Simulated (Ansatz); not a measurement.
# Be4ZnTe: the cost of one run

Method: DFT PBE, scalar-relativistic, plane waves, PAW, in Ansatz 0.2.0.

### Step 1. The system as given

The structure is orthorhombic, space group Cmmm (No. 65). The conventional cell has a = 4.975 Å, b = 8.160 Å, c = 3.889 Å, α = 90.00°, β = 90.00°, γ = 90.00°. Be (site symmetry m2m) is surrounded by 2 Te at 2.39 Å and 7 Be at 2.40 to 2.81 Å and 3 Zn at 2.70 to 2.85 Å. Be (site symmetry 2/m) is surrounded by 2 Te at 2.39 Å and 6 Be at 2.40 to 2.49 Å. Zn (site symmetry mmm) is surrounded by 14 Be at 2.70 to 3.08 Å. Te (site symmetry mmm) is surrounded by 8 Be at 2.39 Å.

As a file:

```xyz
6
Lattice="2.4874 -4.0802 0.0000 2.4874 4.0802 0.0000 0.0000 0.0000 3.8890" Properties=species:S:1:pos:R:3 pbc="T T T"
Be    2.4874    2.6976    0.0000
Be    2.4874   -2.6976    0.0000
Be    1.2437    2.0401    1.9445
Be    1.2437   -2.0401    1.9445
Zn    2.4874    0.0000    0.0000
Te    0.0000    0.0000    1.9445
```

Recipe of the guess: species swapped into a database cell of LaAlNi4 (Cmmm, No. 65), with Zn on the La sites, Te on the Al sites and Be on the Ni sites. Lengths come from tabulated atomic sizes and are only a guess.

### Step 2. A first look at the guess

The input, input.yaml:

```yaml
crystal:
  lattice:
    - [2.4873609, -4.08018945, 0.0]
    - [2.4873609, 4.08018945, 0.0]
    - [0.0, 0.0, 3.88898766]
  atoms:
    - { symbol: Be, position: [0.16943119, 0.83056881, 0.0] }
    - { symbol: Be, position: [0.83056881, 0.16943119, 0.0] }
    - { symbol: Be, position: [0.0, 0.5, 0.5] }
    - { symbol: Be, position: [0.5, 0.0, 0.5] }
    - { symbol: Zn, position: [0.5, 0.5, 0.0] }
    - { symbol: Te, position: [0.0, 0.0, 0.5] }
basis:
  ecutwfc: 420
kpoints:
  mp_grid: { grid: [4, 4, 4] }
hamiltonian:
  xc: pbe
scf:
  occupations: { method: gaussian, width: 0.1 }
  lower_state_search: "off"
output:
  forces: true
  stress: true
  eigenvalues: true
```

Command:

```sh
ansatz run input.yaml --threads 1 --pin off --max-ram 2560MiB --backend cpu --events-out ev --progress --plain --runs-dir out
```

**Question.** How long does this run take on 1 thread of Arm Neoverse V1, shared host, and how much memory does it need?

About 2.9 s, with a peak of 0.35 GiB.
